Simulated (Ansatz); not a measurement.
# LiSe+ (triplet): from Hartree-Fock to the top rungs at distance Se1–Li2 = 2.345 Å, cc-pVDZ

Aim: climb from Hartree-Fock through coupled cluster and multireference methods for LiSe+ (triplet) at one geometry and basis, and see what each rung misses.

Method: cc-pVDZ, core rule «outside noble gas», up to 15 orbitals frozen; program: Ansatz 0.2.0, Gaussian basis.

The runs, in order: UHF; CCSD(T) on ROHF; CCSD(T) on UHF; BCCD(T) on ROHF; CISD; CCSDT(Q) on ROHF; CCSDT(Q) on UHF; CASSCF and MRCISD+Q, 4 electrons in 4 orbitals; CASSCF and NEVPT2, 4 electrons in 4 orbitals; Full CI.

73 further runs of the same task are left out: 55 for a known fault of the program, 12 that didn't finish, 6 set aside as unsound or not needed.

### Step 1. What is computed

The geometry derives from a PBE0/def2-TZVP stationary point (not a proven minimum). One bond is set to the value named and the two fragments are kept rigid. No spin-orbit coupling is included. The filled d shell of Se may be among the frozen orbitals whatever the setting's name suggests; the logs give the count.

2 atoms, charge 1, spin multiplicity 3.

Atoms are counted from 1 here; the program's logs count them from 0.

Bond lengths: Se1–Li2 2.345 Å.

### Step 2. UHF

The input, in.yaml:

```yaml
crystal:
  periodic: [false, false, false]
  atoms:
    - {symbol: Se, position_ang: [0.000000, 0.000000, 0.000000]}
    - {symbol: Li, position_ang: [0.000000, 0.000000, 2.345000]}
basis:
  gaussian: {orbitals: cc-pVDZ}
total_charge: 1
magnetization: {spin_polarized: true, initial_magnetization: 2}
hamiltonian: {xc: hf}
output: {orbitals: {seedname: orbitals}}
```

Run with:

```bash
> ansatz run in.yaml --threads 1 --pin off --events-out ev --progress --plain --max-ram 2393MiB
```

Further steps of the session: CCSD(T) on ROHF; CCSD(T) on UHF; BCCD(T) on ROHF; CISD; CCSDT(Q) on ROHF; CCSDT(Q) on UHF; CASSCF and MRCISD+Q, 4 electrons in 4 orbitals; CASSCF and NEVPT2, 4 electrons in 4 orbitals; Full CI.

Before running them: what should the planned runs give, taken together? Wanted: FCI below the RHF energy; RMP2 from FCI; UMP2 from FCI; RCCSD from FCI; RCCSD(T) from FCI; UCCSD(T) from FCI; RCCSDT(Q) from FCI; UCCSDT(Q) from FCI; NEVPT2 pair from FCI.

The runs gave:

```
                         quantity                                                                                    value
         FCI below the RHF energy                                                                               -2.5687 eV
                    RMP2 from FCI                                                                               +464.2 meV
                    UMP2 from FCI                                                                               +476.8 meV
                   RCCSD from FCI                                                                                +45.8 meV
                RCCSD(T) from FCI                                                                                +10.7 meV
                UCCSD(T) from FCI                                                                                 +2.6 meV
               RCCSDT(Q) from FCI                                                                                 +0.2 meV
               UCCSDT(Q) from FCI                                                                                 -7.4 meV
             NEVPT2 pair from FCI                                                                               +468.0 meV
           MRCISD+Q pair from FCI                                                                                 +1.1 meV
levels within 1 kcal/mol (43 meV)  UCCSD, RCCSD(T), UCCSD(T), BCCD(T), RCCSDT, UCCSDT, RCCSDT(Q), UCCSDT(Q), MRCISD+Q pair
                    T1 diagnostic                                                                                    0.014
   effectively unpaired electrons                                                                                     2.02
```

RCCSD(T) misses by +10.7 meV, 0.4 % of the correlation energy. UCCSDT, UCCSDT(Q) fall below full CI: unrestricted runs freeze a spin-polarised core, another one than full CI's, and coupled cluster isn't variational. One determinant dominates. Of the multireference levels listed MRCISD+Q pair comes nearest in total energy (+1.1 meV), which doesn't show that its space is the better one. These misses are within one basis, not against nature; the frozen cores of restricted and unrestricted runs differ, which can shift their rows.
